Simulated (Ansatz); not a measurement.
This script drives the Python package of Ansatz (0.2.0).

Contents of `cl2geh4sn.xyz`:
```text
8

Cl    1.53990   -1.66300    1.99530
Sn    1.18030   -0.03000    0.27380
Cl    2.32330   -0.70460   -1.66550
Ge   -1.26930    0.17600   -0.28170
H     1.78680    1.52120    0.79020
H    -2.11580    0.62630    0.98860
H    -1.51940    1.21320   -1.40010
H    -1.83370   -1.19620   -0.75640
```

`cl2geh4sn.py`:
```python
'''Relax the Cl2GeH4Sn molecule.'''

import ansatz as az
import numpy as np

BASIS = 'def2-SVP'
FUNCTIONAL = 'B3LYP'


def main() -> None:
    cl2geh4sn = az.Crystal.molecule_from_extxyz('cl2geh4sn.xyz')

    job = cl2geh4sn.calculation().basis(gaussian=BASIS).functional(FUNCTIONAL)
    symbols = [site.symbol for site in cl2geh4sn.cartesian_sites]
    start = np.array([site.position_ang for site in cl2geh4sn.cartesian_sites], dtype=float)
    def progress(event):
        if event['event'] == 'relax_step':
            row = event['data']
            print(f'step {row["step"]:3d}  E = {row["lagrangian_ev"]:.6f} eV  max force {row["allowed_force_max_ev_ang"]:.4f} eV/A')


    rep = job.relax(force_tolerance=0.02).session().plan().execute(on_event=progress).report
    end = np.array(rep['positions_ang'])

    print('reference energy %16.6f eV' % rep['reference_energy_ev'])
    print('total energy     %16.6f eV' % rep['free_energy_ev'])
    print('occupied (up, down):', rep['n_occupied'], ' virtual:', rep['n_virtual'], ' frozen:', rep['n_frozen'])

    print('bond        before    after (A)')
    for i, j in [(0, 1), (1, 2), (1, 3), (1, 4), (3, 5), (3, 6), (3, 7)]:
        d0, d1 = (np.linalg.norm(xyz[i] - xyz[j]) for xyz in (start, end))
        print(f'{symbols[i]}{i}-{symbols[j]}{j}'.ljust(10), f'{d0:8.4f} {d1:8.4f}')
    for i, j, k in [(0, 1, 2), (0, 1, 3), (0, 1, 4), (2, 1, 3), (2, 1, 4), (3, 1, 4), (1, 3, 5), (1, 3, 6)]:
        u, v = end[i] - end[j], end[k] - end[j]
        print(f'angle {symbols[i]}{i}-{symbols[j]}{j}-{symbols[k]}{k}: {np.degrees(np.arccos(np.clip(u @ v / np.linalg.norm(u) / np.linalg.norm(v), -1, 1))):.2f} deg')

    charges = rep['charge_distribution']
    print('dipole moment', round(4.803205 * float(np.linalg.norm(charges['dipole_moment_e_ang'])), 3), 'D')
    print('Mulliken:', [(s, round(q, 3)) for s, q in zip(symbols, charges['mulliken_charges_e'])])
    with open('cl2geh4sn_opt.xyz', 'w') as handle:
        handle.write(f'{len(symbols)}\nrelaxed Cl2GeH4Sn\n')
        handle.writelines(f'{s:2s} {x:11.6f} {y:11.6f} {z:11.6f}\n' for s, (x, y, z) in zip(symbols, end))


if __name__ == '__main__':
    main()
```

It is started by `python cl2geh4sn.py`. Estimate its wall time and peak memory on 1 thread of Arm Neoverse V2 (shared host).

It took about 39 s, with a peak of 0.39 GiB, for 1 run of the engine.

Running `python cl2geh4sn.py` prints:
```text
step   1  E = -87451.436804 eV  max force 1.8157 eV/A
step   2  E = -87451.576398 eV  max force 0.3790 eV/A
step   3  E = -87451.589840 eV  max force 0.0683 eV/A
step   4  E = -87451.591470 eV  max force 0.0388 eV/A
step   5  E = -87451.594474 eV  max force 0.0112 eV/A
reference energy    -87451.594764 eV
total energy        -87451.594764 eV
occupied (up, down): [46, 46]  virtual: [68, 68]  frozen: 0
bond        before    after (A)
Cl0-Sn1      2.3999   2.3779
Sn1-Cl2      2.3500   2.3781
Sn1-Ge3      2.5202   2.6294
Sn1-H4       1.7438   1.7198
Ge3-H5       1.5915   1.5393
Ge3-H6       1.5457   1.5393
Ge3-H7       1.5578   1.5365
angle Cl0-Sn1-Cl2: 106.51 deg
angle Cl0-Sn1-Ge3: 108.44 deg
angle Cl0-Sn1-H4: 105.75 deg
angle Cl2-Sn1-Ge3: 108.16 deg
angle Cl2-Sn1-H4: 105.77 deg
angle Ge3-Sn1-H4: 121.35 deg
angle Sn1-Ge3-H5: 108.60 deg
angle Sn1-Ge3-H6: 108.38 deg
dipole moment 3.471 D
Mulliken: [('Cl', -0.286), ('Sn', 0.612), ('Cl', -0.287), ('Ge', 0.175), ('H', -0.08), ('H', -0.049), ('H', -0.049), ('H', -0.036)]
```

`cl2geh4sn_opt.xyz`, as written:
```text
8
relaxed Cl2GeH4Sn
Cl    1.502435   -1.602865    1.956352
Sn    1.177177    0.059517    0.287486
Cl    2.344559   -0.686175   -1.645479
Ge   -1.385298    0.165310   -0.292617
H     2.027549    1.448421    0.840155
H    -2.156687    0.595230    0.968137
H    -1.585740    1.195108   -1.419032
H    -1.831896   -1.231646   -0.750802
```

Reading the output:
- Total energies depend on the basis set; only differences at equal settings carry meaning.
- The end point is the stationary point reached from this start; no frequency run checks that it is a minimum, and the basis set is modest.
- def2 sets replace the cores of elements past krypton by effective core potentials.
- b3lyp holds the VWN-RPA fit, as in Gaussian; the form of ORCA and Turbomole is b3lyp5.

(Lines on the test bed's own set-up are left out of the output.)
